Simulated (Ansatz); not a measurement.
# YSb: the cost of one run

Computed with Ansatz 0.2.0 (reference: DFT, PBEsol, plane waves, PAW, unless a step's input says otherwise).

5 further runs of the same task are left out: 1 for a known fault of the program, 4 that didn't finish.

## 1. The system as given

It takes space group Pm-3m (No. 221, cubic). The conventional cell has a = 3.802 Å, b = 3.802 Å, c = 3.802 Å, α = 90.00°, β = 90.00°, γ = 90.00°. Y (site symmetry m-3m) has 8 Sb at 3.29 Å as nearest neighbours. Sb (site symmetry m-3m) is surrounded by 8 Y at 3.29 Å.

Structure file:

```
Y Sb
1.0
     3.80243    0.00000    0.00000
     0.00000    3.80243    0.00000
     0.00000    0.00000    3.80243
Y Sb
1 1
Direct
  0.00000 0.00000 0.00000
  0.50000 0.50000 0.50000
```

## 2. Baseline

The input, input.yaml:

```yaml
crystal:
  lattice:
    - [3.80243245, 0.0, 0.0]
    - [0.0, 3.80243245, 0.0]
    - [0.0, 0.0, 3.80243245]
  atoms:
    - { symbol: "Y", position: [0.0, 0.0, 0.0] }
    - { symbol: Sb, position: [0.5, 0.5, 0.5] }
kpoints:
  mp_grid: { grid: [4, 4, 4] }
hamiltonian:
  xc: pbesol
scf:
  occupations: { method: fermi_dirac, width: 0.02 }
  n_extra_bands: 4
output:
  forces: true
  stress: true
  eigenvalues: true
```

Launch:

```bash
> ansatz run input.yaml --threads 4 --pin off --max-ram 3686MiB --backend cpu --events-out ev --progress --plain --runs-dir out
```

**Question.** How long does this run take on 4 threads of an x86-64 CPU, shared host, and how much memory does it need?

About 5 s, with a peak of 0.34 GiB.
